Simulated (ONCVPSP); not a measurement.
# Mn: generating and testing an ONCV potential

Aim: build the potential from the settings below, then test how well it stands in for the atom: other configurations, scattering, ghost states and the plane-wave cutoff that it needs.

The numbers are computed with ONCVPSP 4.0.1 (PBEsol, scalar-relativistic, spin-unpolarised reference atom).

## 1. Settings

The settings as typed:

```json
{
 "element": "manganese (Mn, Z = 25)",
 "type": "optimised norm-conserving Vanderbilt (ONCV)",
 "frozen core": "[Ne]",
 "valence charge": "15",
 "reference configuration": "3s2 3p6 3d5 4s2",
 "partial waves": "3s+4s: rc 1.50 bohr, ncon 4, nbas 7, qcut 10.2 1/bohr, 2 projectors; 3p: rc 0.90 bohr, ncon 4, nbas 7, qcut 7.7 1/bohr, 1 projector; 3d: rc 1.45 bohr, ncon 4, nbas 9, qcut 13.2 1/bohr, 2 projectors, debl 0.6 Ha",
 "local potential": "polynomial inside 0.80 bohr (lpopt 5, dvloc0 -1 Ha)",
 "core correction": "polynomial model core, fcfact 0.2"
}
```

The nodes and maxima of the atom's own shells, from an earlier all-electron run, set the scale for the radii.

All-electron outer shells of the reference configuration (PBEsol, scalar-relativistic, ld1.x):

```csv
shell,level (eV),outermost node (bohr),outermost maximum (bohr)
2p,-629.76,–,0.19
3s,-85.64,0.34,0.74
3p,-54.48,0.31,0.75
3d,-6.79,–,0.76
4s,-5.12,1.05,2.51
4p,-1.35,1.16,3.38
```

## 2. The generation run

Input file Mn.dat:

```
# ATOM AND REFERENCE CONFIGURATION
# atsym  z   nc   nv     iexc    psfile
  Mn 25.00    3    4  -116133      upf
#
#   n    l    f
    1    0    2.00
    2    0    2.00
    2    1    6.00
    3    0    2.00
    3    1    6.00
    3    2    5.00
    4    0    2.00
#
# PSEUDOPOTENTIAL AND OPTIMIZATION
# lmax
    2
#
#   l,   rc,      ep,       ncon, nbas, qcut
    0    1.50    0.00    4    7   10.20
    1    0.90    0.00    4    7    7.70
    2    1.45    0.00    4    9   13.20
#
# LOCAL POTENTIAL
# lloc, lpopt,  rc(5),   dvloc0
    4    5    0.80   -1.00
#
# VANDERBILT-KLEINMAN-BYLANDER PROJECTORs
# l, nproj, debl
    0    2    2.10
    1    1    3.60
    2    2    0.60
#
# MODEL CORE CHARGE
# icmod, fcfact, rcfact
    1    0.20    0.00
#
# LOG DERIVATIVE ANALYSIS
# epsh1, epsh2, depsh
   -5.00    5.00    0.04
#
# OUTPUT GRID
# rlmax, drl
    6.00    0.01
#
# TEST CONFIGURATIONS
# ncnf
    4
# nvcnf
#   n    l    f
    4
    3    0    2.00
    3    1    6.00
    3    2    5.00
    4    0    1.00
#
    4
    3    0    2.00
    3    1    6.00
    3    2    5.00
    4    0    0.00
#
    4
    3    0    2.00
    3    1    6.00
    3    2    4.00
    4    0    0.00
#
    5
    3    0    2.00
    3    1    6.00
    3    2    5.00
    4    0    1.00
    4    1    1.00
#
```

Command:

```
$ oncvpsp.x < Mn.dat > Mn.out
```

What does the calculation give? Wanted: cutoffs for 1 and 0.1 mHa per electron, occupied waves; bound ghosts; GHOST(+) flags; largest test error; largest phase difference near zero energy, channels read; rms error of d²Exc/dn², without and with the model core.

The runs gave:

| quantity | value |
| --- | --- |
| cutoffs for 1 and 0.1 mHa per electron, occupied waves | 55 Ha and 163 Ha |
| bound ghosts | none found |
| GHOST(+) flags | none at low energy |
| largest test error (AE − PS) | +12 meV, for 3s2 3p6 3d5 4s1 4p1 |
| largest phase difference near zero energy, channels read | 0.004 rad |
| rms error of d²Exc/dn², without and with the model core | 2.25 and 1.26 mHa |

In words: By total energies transferability is good: the largest error is 12 meV on 3.9 eV, for 3s2 3p6 3d5 4s1 4p1. By its cutoff, 55 Ha for the looser tolerance, it is hard. The tighter tolerance needs 163 Ha, and converged work needs a cutoff nearer that. At the looser tolerance the 3d wave is the slowest; 3p needs 47 Ha. The program's ghost test flags no bound state. Near zero energy the phases of the channels with partial waves agree within 0.004 rad. All of this concerns the isolated atom, not yet a solid.
